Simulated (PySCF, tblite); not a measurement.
# C6H12Si: geometry, infrared bands and NMR shifts

What infrared bands and NMR shifts should C6H12Si (`CC(C)C1=C[SiH2]C1`) show?

The runs use tblite 0.8.0 and PySCF 2.14.0, with density-fitted response routines of our own; the level of theory stands in each step. All values are computed, except where a source is named. Atoms count from 0, in the outputs and in this text.

### Step 1. The starting structure

19 atoms, charge 0, multiplicity 1; geometry from: force field or distance geometry start.

Bonds of the start (Å): C0–C1 1.53, C1–C2 1.52, C1–C3 1.59, C3–C4 1.35, C4–Si5 1.85, Si5–C6 1.87, C6–C3 1.56, C0–H7 1.10, C0–H8 1.10, C0–H9 1.09, C1–H10 1.09, C2–H11 1.11, C2–H12 1.10, C2–H13 1.10, C4–H14 1.09, Si5–H15 1.49, Si5–H16 1.49, C6–H17 1.09, C6–H18 1.10.

### Step 2. Optimising the geometry with GFN2-xTB

Job settings and geometry (Å):

```
{"job": {"kind": "relax", "xc": "GFN2-xTB", "basis": "xTB"}, "charge": 0, "multiplicity": 1}
C     -1.421000    -1.551200     0.397100
C     -1.130600    -0.253800    -0.365300
C     -1.913300     0.908800     0.212500
C      0.427000     0.066200    -0.288400
C      1.352500     0.166600    -1.259600
Si     2.794400     0.541700    -0.169200
C      1.318600     0.336000     0.966900
H     -1.168800    -1.458100     1.464500
H     -2.487600    -1.804000     0.324900
H     -0.858500    -2.386100    -0.009200
H     -1.401000    -0.395500    -1.411300
H     -3.002100     0.721400     0.131700
H     -1.691000     1.089100     1.274600
H     -1.695400     1.834600    -0.340000
H      1.270900     0.078300    -2.344600
H      3.804900    -0.547300    -0.111400
H      3.312300     1.932900    -0.310500
H      1.065300     1.228200     1.539600
H      1.413600    -0.498400     1.678700
```

Launch:

```
OMP_NUM_THREADS=1 python probes_run.py task.json out
```

One launch serves the whole session: the jobs run in the order shown.

The log of the run:

```text
step      E/eV     max force
  0    -561.26302    2.343
  1    -561.38728    0.828
  2    -561.42883    0.607
  3    -561.46673    0.556
  4    -561.52220    0.728
  5    -561.55879    0.484
  6    -561.58484    0.471
  7    -561.59776    0.318
  8    -561.60383    0.214
  9    -561.60664    0.139
 10    -561.60824    0.075
 11    -561.60939    0.077
 12    -561.61022    0.066
 13    -561.61091    0.066
 14    -561.61168    0.069
 15    -561.61264    0.077
 16    -561.61370    0.095
 17    -561.61467    0.095
 18    -561.61548    0.061
 19    -561.61623    0.059
 20    -561.61690    0.051
 21    -561.61746    0.052
 22    -561.61791    0.051
 23    -561.61831    0.042
 24    -561.61869    0.044
 25    -561.61903    0.037
 26    -561.61928    0.033
 27    -561.61944    0.031
 28    -561.61955    0.027
 29    -561.61963    0.022
 30    -561.61969    0.020
 31    -561.61973    0.011
 32    -561.61975    0.008
```

It took 0.36 s on 1 thread of Arm Neoverse N1, shared host; peak memory 0.18 GiB.

Along the way:

| step | energy from step 0 (eV) | largest force (eV/Å) |
| --- | --- | --- |
| 0 | 0.0000 | 2.3432 |
| 1 | -0.1243 | 0.8275 |
| 2 | -0.1658 | 0.6070 |
| 3 | -0.2037 | 0.5561 |
| 4 | -0.2592 | 0.7284 |
| 5 | -0.2958 | 0.4842 |
| 6 | -0.3218 | 0.4707 |
| 7 | -0.3347 | 0.3176 |
| 8 | -0.3408 | 0.2141 |
| 9 | -0.3436 | 0.1392 |
| 10 | -0.3452 | 0.0752 |
| 11 | -0.3464 | 0.0766 |
| 12 | -0.3472 | 0.0665 |
| 13 | -0.3479 | 0.0655 |
| 14 | -0.3487 | 0.0691 |
| 15 | -0.3496 | 0.0774 |
| 16 | -0.3507 | 0.0955 |
| 17 | -0.3517 | 0.0949 |
| 18 | -0.3525 | 0.0609 |
| 19 | -0.3532 | 0.0593 |
| 20 | -0.3539 | 0.0513 |
| 21 | -0.3544 | 0.0518 |
| 22 | -0.3549 | 0.0507 |
| 23 | -0.3553 | 0.0417 |
| 24 | -0.3557 | 0.0435 |
| 25 | -0.3560 | 0.0373 |
| 26 | -0.3563 | 0.0326 |
| 27 | -0.3564 | 0.0305 |
| 28 | -0.3565 | 0.0267 |
| 29 | -0.3566 | 0.0223 |
| 30 | -0.3567 | 0.0205 |
| 31 | -0.3567 | 0.0110 |
| 32 | -0.3567 | 0.0083 |

Close pairs (by a distance rule), those that changed most:

| bond | before (Å) | after (Å) | change (Å) |
| --- | --- | --- | --- |
| C1–C3 | 1.592 | 1.494 | -0.098 |
| Si5–C6 | 1.874 | 1.927 | +0.054 |
| C3–C6 | 1.563 | 1.512 | -0.051 |
| C4–Si5 | 1.846 | 1.881 | +0.035 |
| Si5–H16 | 1.491 | 1.463 | -0.028 |
| Si5–H15 | 1.487 | 1.463 | -0.024 |
| C2–H11 | 1.108 | 1.088 | -0.020 |
| C1–C2 | 1.516 | 1.531 | +0.015 |

The end geometry stands in the next job.

### Step 3. Harmonic vibrations with GFN2-xTB

Job settings and geometry (Å):

```
{"job": {"kind": "ir", "xc": "GFN2-xTB", "basis": "xTB"}, "charge": 0, "multiplicity": 1}
C     -1.357494    -1.532400     0.412723
C     -1.050253    -0.242979    -0.353290
C     -1.852420     0.926369     0.223808
C      0.413280     0.055019    -0.307274
C      1.295446     0.155085    -1.311761
Si     2.761934     0.534537    -0.196572
C      1.223359     0.313490     0.943165
H     -1.111461    -1.415634     1.465637
H     -2.414285    -1.778030     0.332411
H     -0.777177    -2.360379     0.010614
H     -1.336405    -0.381448    -1.403359
H     -2.919450     0.732330     0.137851
H     -1.612845     1.068319     1.275185
H     -1.622877     1.845496    -0.311515
H      1.091719     0.033613    -2.364317
H      3.805605    -0.481826    -0.062085
H      3.333447     1.880597    -0.240634
H      0.887686     1.187690     1.499054
H      1.232386    -0.530598     1.631167
```

The log of the run:

```text
mode    cm-1     km/mol
  1      29.0      0.00
  2     105.6      0.31
  3     199.4      0.06
  4     200.5      0.43
  5     233.3      0.52
  6     233.6      0.55
  7     310.5      0.39
  8     454.1      0.90
  9     460.4      4.00
 10     477.3     57.70
 11     518.8     11.07
 12     542.3     11.74
 13     611.2    132.96
 14     695.7     47.86
 15     740.2     88.68
 16     768.6     61.11
 17     785.5    246.18
 18     842.0      0.55
 19     881.7     48.48
 20     944.2      2.48
 21     945.6     16.84
 22     983.9      0.04
 23    1040.6      9.55
 24    1063.0      1.10
 25    1119.1      6.25
 26    1128.8      3.11
 27    1157.7      9.93
 28    1177.7      3.33
 29    1286.7     12.43
 30    1308.8      3.63
 31    1312.3      8.12
 32    1399.5      2.64
 33    1413.6      0.43
 34    1464.9      1.40
 35    1496.4      0.39
 36    1498.0      0.60
 37    1505.2      3.02
 38    1508.7      3.16
 39    1633.2     53.73
 40    2245.3    524.00
 41    2256.9    223.42
 42    2916.3     46.29
 43    2977.6     51.57
 44    2996.3     36.83
 45    3023.8      5.93
 46    3028.6     90.34
 47    3028.6     32.60
 48    3031.7     27.46
 49    3036.6     30.59
 50    3038.7     51.45
 51    3067.3     70.27
```

It took 1.1 s on 1 thread of Arm Neoverse N1, shared host; peak memory 0.18 GiB.

Which atoms move in the most intense modes:

| cm⁻¹ | km/mol | atoms |
| --- | --- | --- |
| 611 | 133.0 | H16 43 %, H15 43 % |
| 740 | 88.7 | H14 18 %, H17 18 %, H18 18 %, C3 13 % |
| 769 | 61.1 | H16 24 %, H15 24 %, C4 21 % |
| 786 | 246.2 | H16 22 %, H15 22 %, Si5 17 %, C4 10 % |
| 2245 | 524.0 | H16 49 %, H15 46 % |
| 2257 | 223.4 | H15 50 %, H16 47 % |
| 3029 | 90.3 | H11 39 %, H8 23 %, H9 16 %, H12 12 % |
| 3067 | 70.3 | H14 92 % |

### Step 4. Shielding tensors: PBE0/pcSseg-1

Settings changed since step 3:

```diff
@@ -1,2 +1,2 @@
-{"job": {"kind": "ir", "xc": "GFN2-xTB", "basis": "xTB"}, "charge": 0, "multiplicity": 1}
+{"job": {"kind": "nmr", "xc": "PBE0", "basis": "pcSseg-1"}, "charge": 0, "multiplicity": 1}
 C     -1.357494    -1.532400     0.412723
```

Level: GIAO PBE0/pcSseg-1 NMR shielding, non-relativistic, gas phase.

The log of the run:

```text
coarse grid: 15584 points
cycle   1  E = -524.7532746187  dE =  6.923e-01  |g| = 4.887e-01  |ddm| = 3.807e+00
cycle   2  E = -524.7247894380  dE =  2.849e-02  |g| = 5.827e-01  |ddm| = 1.086e+00
cycle   3  E = -524.8185411062  dE = -9.375e-02  |g| = 4.565e-02  |ddm| = 6.754e-01
cycle   4  E = -524.8189373737  dE = -3.963e-04  |g| = 2.772e-02  |ddm| = 8.077e-02
cycle   5  E = -524.8191189493  dE = -1.816e-04  |g| = 7.456e-03  |ddm| = 2.918e-02
cycle   6  E = -524.8191301467  dE = -1.120e-05  |g| = 3.214e-03  |ddm| = 9.424e-03
cycle   7  E = -524.8191327963  dE = -2.650e-06  |g| = 3.174e-04  |ddm| = 3.354e-03
final grid: 143640 points
cycle   8  E = -524.8624145039  dE = -3.831e-05  |g| = 8.745e-03  |ddm| = 3.581e-02
cycle   9  E = -524.8624006107  dE =  1.389e-05  |g| = 1.124e-02  |ddm| = 2.030e-02
cycle  10  E = -524.8624343348  dE = -3.372e-05  |g| = 1.705e-03  |ddm| = 1.274e-02
cycle  11  E = -524.8624350467  dE = -7.119e-07  |g| = 2.972e-04  |ddm| = 1.805e-03
cycle  12  E = -524.8624350672  dE = -2.057e-08  |g| = 8.330e-05  |ddm| = 3.532e-04
cycle  13  E = -524.8624350689  dE = -1.619e-09  |g| = 2.653e-05  |ddm| = 9.930e-05
cycle  14  E = -524.8624350690  dE = -1.742e-10  |g| = 4.529e-06  |ddm| = 3.243e-05
converged SCF energy = -524.8624350690

GIAO shielding tensors (ppm)
atom      isotropic    diamagn.    paramagn.     s11        s22        s33       span
  0 C      164.371     248.007     -83.637    148.564    157.374    187.174     38.611
  1 C      145.868     242.904     -97.036    136.547    138.822    162.235     25.689
  2 C      164.367     248.006     -83.639    148.552    157.383    187.166     38.614
  3 C        3.547     262.288    -258.741   -130.356     11.012    129.986    260.342
  4 C       56.423     254.259    -197.836    -37.018     61.390    144.897    181.915
  5 Si     401.230     880.983    -479.754    366.448    402.595    434.646     68.198
  6 C      173.309     250.470     -77.162    158.962    172.123    188.842     29.880
  7 H       30.534      31.364      -0.830     27.041     29.978     34.583      7.542
  8 H       30.594      30.036       0.558     26.579     28.077     37.126     10.547
  9 H       30.619      30.781      -0.162     26.499     28.297     37.060     10.562
 10 H       29.141      32.939      -3.799     26.637     27.430     33.355      6.717
 11 H       30.593      30.043       0.550     26.578     28.075     37.126     10.549
 12 H       30.533      31.365      -0.832     27.044     29.970     34.585      7.541
 13 H       30.618      30.790      -0.172     26.498     28.298     37.058     10.561
 14 H       25.987      33.611      -7.624     24.409     25.054     28.499      4.091
 15 H       26.888      29.385      -2.497     23.943     24.902     31.817      7.874
 16 H       26.886      29.383      -2.497     23.941     24.899     31.819      7.877
 17 H       29.965      31.364      -1.399     25.986     29.032     34.878      8.892
 18 H       29.964      31.360      -1.396     25.983     29.036     34.872      8.889
```

Wall time 60 s (1 thread of Arm Neoverse N1, shared host); peak memory 0.85 GiB.

The references, computed at this level on geometries of the same kind, shield at (ppm): ¹H TMS 31.72, ¹³C TMS 186.9, ²⁹Si TMS 349.2. Their shielding less the atom's gives the shift. The references are single molecules in the gas phase. Atoms listed in one row are averaged.

| atoms | environment | σ (ppm) | δ (ppm) | δ scaled to CDCl3 |
| --- | --- | --- | --- | --- |
| C3 | fully substituted alkene carbon | 3.5 | 183.4 | 177.1 |
| C4 | alkene CH | 56.4 | 130.5 | 125.5 |
| C1 | allylic sp3 CH | 145.9 | 41.1 | 38.2 |
| C0, C2 | methyl carbon | 164.4 | 22.6 | 20.1 |
| C6 | allylic sp3 CH2 bonded to Si | 173.3 | 13.6 | 11.4 |
| H14 | hydrogen on an alkene CH | 25.99 | 5.73 | 5.51 |
| H15, H16 | hydrogen on a silicon bonded to 2 C, in a 4-membered ring | 26.89 | 4.83 | – |
| H10 | hydrogen on an allylic sp3 CH | 29.14 | 2.58 | 2.53 |
| H17, H18 | hydrogen on an allylic sp3 CH2 bonded to Si | 29.96 | 1.75 | 1.76 |
| H7, H8, H9, H11, H12, H13 | hydrogen on a methyl carbon | 30.58 | 1.14 | 1.18 |
| Si5 | silicon bonded to 2 C, 2 H, in a 4-membered ring | 401.2 | -52.1 | – |

The scaled column applies a straight-line fit of computed shieldings to shifts measured in CDCl3 (root-mean-square error 0.16 ppm for H, 1.9 ppm for C).

Charges from the same density, by scheme (e):

| atoms | Mulliken | IAO | Hirshfeld | ESP fit |
| --- | --- | --- | --- | --- |
| C0, C2 | -0.21 | -0.41 | -0.12 | -0.50 |
| C1 | -0.27 | -0.10 | -0.02 | 0.37 |
| C3 | -0.19 | 0.05 | 0.03 | 0.20 |
| C4 | -0.30 | -0.46 | -0.17 | -0.54 |
| Si5 | 0.67 | 0.74 | 0.33 | 0.61 |
| C6 | -0.42 | -0.54 | -0.17 | -0.59 |

Mayer bond orders: C0–C1 1.03, C1–C2 1.03, C1–C3 0.96, C3–C4 1.79, C4–Si5 0.96, Si5–C6 0.91, C6–C3 0.99.

Ring of atoms C3, C4, Si5, C6: NICS(0) 0.5, NICS(1) -2.4, NICS(1)zz 3.2 ppm (means of both faces).

Orbitals, density, ELF and potential are computed afterwards from the orbital file.

Frontier orbitals at PBE0/pcSseg-1, with the share of their density that lies nearest to each atom:

| orbital | energy (eV) | lies on |
| --- | --- | --- |
| HOMO | -7.20 | C4 41 %; C3 28 % |
| LUMO | 0.24 | C3 37 %; C4 27 %; H14 7 % |

ELF in a plane through or near 10 of the atoms.

Ten even steps from ' ' (0.00) to '@' (1.00):
```
                                                        
                                                        
                                                        
                            ..++##++..                  
        ..====::            ##@@@@@@==                  
      --@@@@@@##..          ##@@@@@@++==##++            
      %%@@@@@@@@==          ..##@@++**@@@@@@**          
    ..@@@@@@@@@@++..  ..--::  --==::++@@@@@@##          
      **@@@@@@**..::..::++++::++%%****@@@@@@==          
      ..--++..####::..====::%%++++##--..                
      ..--**..**##....====::%%++++##--  ..              
      **@@@@@@**::::..::++++::++%%++**@@@@@@--          
      @@@@@@@@@@++..  ..::::  --==**==@@@@@@##          
      @@@@@@@@@@==          ..##%%****@@@@@@**          
      --%%@@@@##..          **@@@@@@++==##++            
        ..====::            ##@@@@@@==                  
                            ..++##++..                  
                                                        
                                                        
                                                        
```
The map spans 12.5 Å across and 9.5 Å up, centred on the molecule. Atoms in the plane (x, y in Å): C0 (1.6, -1.3), C2 (1.6, 1.3), C3 (-0.4, 0.0), Si5 (-2.8, 0.0), H8 (2.7, -1.3), H9 (1.2, -2.2), H11 (2.7, 1.3), H13 (1.2, 2.2), H15 (-3.6, -1.2), H16 (-3.6, 1.2).

log10 of the density (e/Å³) in the same plane.

Ten even steps from '0' (-4.0) to '9' (1.2):
```
0000000000000000000000000000
0000000000000000000000000000
0000000000000012222100000000
0000111110000133443221000000
0012233321112245665432100000
0013444433223356776554210000
0124566654444456787765320000
0124677765555556798875420000
0124577766666667787765320000
0124567997678877776544210000
0124567997678877776544210000
0124577766666667787765320000
0124677765555556798875420000
0124566654444456787765320000
0013444433223356776554210000
0012233322111245665432100000
0000111110000133443221000000
0000000000000012222100000000
0000000000000000000000000000
0000000000000000000000000000
```
The map spans 12.5 Å across and 9.5 Å up, centred on the molecule. Atoms in the plane (x, y in Å): C0 (1.6, -1.3), C2 (1.6, 1.3), C3 (-0.4, 0.0), Si5 (-2.8, 0.0), H8 (2.7, -1.3), H9 (1.2, -2.2), H11 (2.7, 1.3), H13 (1.2, 2.2), H15 (-3.6, -1.2), H16 (-3.6, 1.2).

On the surface of density 0.002 e/bohr³ the electrostatic potential runs, from the 1st to the 99th percentile, from -0.59 V near C4 to 0.92 V near Si5.

### Step 5. What came out

| quantity | value |
| --- | --- |
| strongest single infrared mode (GFN2-xTB) | 2245 cm⁻¹, 524 km/mol |
| zero-point energy (GFN2-xTB) | 98.8 kcal/mol |
| ¹³C shifts against TMS (PBE0/pcSseg-1, means over atoms taken as alike) | 183.4, 130.5, 41.1, 22.6, 13.6 ppm |
| ¹H shifts against TMS (PBE0/pcSseg-1, means over atoms taken as alike) | 5.73, 4.83, 2.58, 1.75, 1.14 ppm |
| ²⁹Si shifts against TMS (PBE0/pcSseg-1) | -52.1 ppm |
| surface potential, 1st and 99th percentile | -0.59 V and 0.92 V |

The optimisation took 32 steps and gained 0.357 eV; among the close pairs (by a distance rule), C1–C3 changed most, from 1.592 to 1.494 Å. All 51 modes are real, so the xTB geometry is a minimum. The strongest single mode, at 2245 cm⁻¹, moves mainly H16 and H15. GFN2-xTB is a fitted tight-binding method: band positions and strengths are rough. Its intensities can rank the bands wrongly. H14 (hydrogen on an alkene CH) lies farthest downfield among hydrogen, at 5.73 ppm; attached to an sp2 carbon and in the plane of the double bond. At PBE0/pcSseg-1: The widest tensor belongs to C3: span 260 ppm, with a paramagnetic part of -259 ppm.
